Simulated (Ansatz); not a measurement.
# SiH3S (SMILES [SiH2]S): U-wB97X/STO-3G

Aim: the electronic atomisation energy of SiH3S at U-wB97X/STO-3G, from 4 runs. 

Program for the calculation: Ansatz 0.2.0.

31 further runs of the same task are left out: 31 set aside as unsound or not needed.

### 1 The system as given

SiH3S has 5 atoms, charge 0, and is taken as a doublet. As SMILES, `[SiH2]S`. Geometry: relaxed at PBE0-D4/def2-TZVP. This is one conformer, not always the lowest.

Bond lengths: Si1–S2 2.132 Å, Si1–H3 1.492 Å, Si1–H4 1.488 Å, S2–H5 1.344 Å. Angles: Si1–S2–H5 94.7°, S2–Si1–H3 111.4°, S2–Si1–H4 105.0°, H3–Si1–H4 110.5°.

### 2 A single-point energy at U-wB97X/STO-3G

Input file in.yaml:

```yaml
crystal:
  periodic: [false, false, false]
  atoms:
    - {symbol: Si, position_ang: [-0.096300, -0.694000, -0.309300]}
    - {symbol: S, position_ang: [0.273100, 1.406000, -0.294500]}
    - {symbol: H, position_ang: [-0.094500, -1.256800, 1.073000]}
    - {symbol: H, position_ang: [-1.440300, -0.843200, -0.929900]}
    - {symbol: H, position_ang: [1.407800, 1.314300, 0.419300]}
basis:
  gaussian:
    orbitals: STO-3G
magnetization:
  spin_polarized: true
  initial_magnetization: 1
hamiltonian:
  xc: {name: wB97X}
accuracy: high
```

The run is started by

```console
$ ansatz run in.yaml --threads 1 --pin off --max-ram 2610MiB --events-out events.jsonl --progress --plain --runs-dir runs
```

What it wrote:

```text
Warning: RAYON_NUM_THREADS=1 ignored (pool sized by the plan → 1); use --threads N
Functional definition: wB97X
  name "wB97X"
  parameter omega = 0.3/bohr
  parameter cx = 0.157706
  parameter cx1 = 0.726479
  parameter cx2 = 1.04760
  parameter cx3 = -5.70635
  parameter cx4 = 13.2794
  parameter css1 = -4.33879
  parameter css2 = 18.2308
  parameter css3 = -31.7430
  parameter css4 = 17.2901
  parameter cos1 = 2.37031
  parameter cos2 = -11.3995
  parameter cos3 = 6.58405
  parameter cos4 = -3.78132
  exchange = spin_sum(e_x_unif_sr(omega)*poly(b97_u_x, 1 - cx, cx1, cx2, cx3, cx4)) + cx*exact_x_sr(omega)
      + exact_x_lr(omega)
  correlation = spin_sum(e_c_pw_same_spin*poly(b97_u_same, 1, css1, css2, css3, css4))
      + integral(e_c_pw_opposite_spin*poly(b97_u_opposite, 1, cos1, cos2, cos3, cos4))
364 factors; integrals over basis functions are off by at most 2.7e-8 eV
145 factors; integrals over basis functions are off by at most 9.9e-10 eV
mean field evaluation 1: about -18547.8564 eV, gradient 8.8e0 eV
mean field evaluation 2: about -18548.5037 eV, gradient 3.9e0 eV
mean field evaluation 4: about -18548.6406 eV, gradient 2.2e-1 eV
mean field evaluation 8: about -18548.6091 eV, gradient 1.1e-2 eV
mean field evaluation 16: about -18548.6091 eV, gradient 3.3e-6 eV
mean field -18548.60911666 eV, -681.6488123383 hartree, gradient 5.3e-8 eV, S^2 0.751612; 0 other end points of the search recorded, 0 dependent functions left out
reference -18548.60911509 eV, -681.6488122806 hartree; 17, 16 occupied and 4, 5 virtual orbitals, 364 factors
Total energy: -18548.60911509 eV, -681.6488122806 hartree
```

It took 6.6 s on 1 thread of Intel Xeon Platinum 8488C (Sapphire Rapids), shared host; peak memory 0.43 GiB.

### 3 The H atom, same level

Input file run.yaml:

```yaml
crystal:
  periodic: [false, false, false]
  atoms:
    - {symbol: H, position_ang: [0.000000, 0.000000, 0.000000]}
basis:
  gaussian:
    orbitals: STO-3G
magnetization:
  spin_polarized: true
  initial_magnetization: 1
hamiltonian:
  xc: {name: wB97X}
accuracy: high
```

The run is started by

```console
$ ansatz run run.yaml --threads 1 --pin off --max-ram 2610MiB --events-out events.jsonl --progress --plain --runs-dir runs
```

What it wrote (excerpt; [...] marks lines left out):

```text
Warning: RAYON_NUM_THREADS=1 ignored (pool sized by the plan → 1); use --threads N
[... 2 set-up lines as earlier in the session ...]
[...]
      + exact_x_lr(omega)
[...]
      + integral(e_c_pw_opposite_spin*poly(b97_u_opposite, 1, cos1, cos2, cos3, cos4))
1 factors; integrals over basis functions are off by at most 4.6e-10 eV
1 factors; integrals over basis functions are off by at most 2.9e-10 eV
[...]
mean field -12.70558344 eV, -0.4669215794 hartree, gradient 0.0e0 eV, S^2 0.750000; 0 other end points of the search recorded, 0 dependent functions left out
reference -12.70558358 eV, -0.4669215842 hartree; 1, 0 occupied and 0, 1 virtual orbitals, 1 factors
Total energy: -12.70558358 eV, -0.4669215842 hartree
```

Wall time 0.18 s (1 thread of Intel Xeon Platinum 8488C (Sapphire Rapids), shared host).

### 4 The S atom, same level

Input file job.yaml:

```yaml
crystal:
  periodic: [false, false, false]
  atoms:
    - {symbol: S, position_ang: [0.000000, 0.000000, 0.000000]}
basis:
  gaussian:
    orbitals: STO-3G
magnetization:
  spin_polarized: true
  initial_magnetization: 2
hamiltonian:
  xc: {name: wB97X}
accuracy: high
```

Run the same way, it converges to -393.67757 Eh (log not shown).

### 5 The Si atom

Input file run.yaml:

```yaml
basis:
  gaussian:
    orbitals: STO-3G
crystal:
  periodic: [false, false, false]
  atoms:
    - {symbol: Si, position_ang: [0.000000, 0.000000, 0.000000]}
accuracy: high
hamiltonian:
  xc: {name: wB97X}
magnetization:
  spin_polarized: true
  initial_magnetization: 2
```

Run the same way, it converges to -285.93335 Eh (log not shown).

### 6 Outcome

Level: U-wB97X/STO-3G.

| quantity | value |
| --- | --- |
| molecule: total energy | -681.64881 Eh |
| molecule: ⟨S²⟩ | 0.752 |
| H atom: total energy | -0.46692 Eh |
| H atom: ⟨S²⟩ | 0.750 |
| S atom: total energy | -393.67757 Eh |
| S atom: ⟨S²⟩ | 2.000 |
| Si atom: total energy | -285.93335 Eh |
| Si atom: ⟨S²⟩ | 2.000 |
| electronic atomisation energy | 17.337 eV |

Taking the molecule apart into free atoms costs 17.34 eV (400 kcal/mol), before zero-point energy and without spin-orbit coupling. In a minimal basis such a difference can be off by several eV, whatever the method.
